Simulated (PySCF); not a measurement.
# C3H7AlFN: the cost of one run

The runs use PySCF 2.14.0, with density-fitted response routines of our own; the level of theory stands in each step. All values are computed, except where a source is named. Atoms count from 0, in the outputs and in this text.

## Step 1: Starting geometry

13 atoms, charge 0, multiplicity 1; geometry from: PBE0-D3(BJ)/def2-SVP.

Bonds of the start (Å): C0–C1 1.45, C1–N2 1.15, N2–Al3 2.04, Al3–C4 2.00, C4–F5 1.40, C0–H6 1.10, C0–H7 1.10, C0–H8 1.10, Al3–H9 1.60, Al3–H10 1.60, C4–H11 1.11, C4–H12 1.11.

## Step 2: Shielding tensors: PBE0/6-31G*

What the job is given:

```
{"job": {"kind": "nmr", "xc": "PBE0", "basis": "6-31G*", "pop": true}, "charge": 0, "multiplicity": 1}
C      2.968251     0.115840    -0.123280
C      1.566067    -0.153498    -0.346743
N      0.451118    -0.376283    -0.531228
Al    -1.514131    -0.813753    -0.848907
C     -2.364132     0.691843     0.164571
F     -3.750740     0.548185     0.043420
H      3.434183     0.456318    -1.059235
H      3.470153    -0.801121     0.218053
H      3.081769     0.895802     0.643288
H     -1.570071    -2.264371    -0.170737
H     -1.554215    -0.711828    -2.447332
H     -2.118490     0.700115     1.244697
H     -2.093785     1.695659    -0.217766
```

Level: GIAO PBE0/6-31G* NMR shielding, non-relativistic, gas phase.

Run with:

```
> OMP_NUM_THREADS=1 python probes_run.py task.json out
```

This one command runs all jobs of the session in turn.

Q: Estimate the wall time and peak memory of this first job on 1 thread of Arm Neoverse V1, shared host.

About 9.5 s, with a peak of 0.54 GiB.
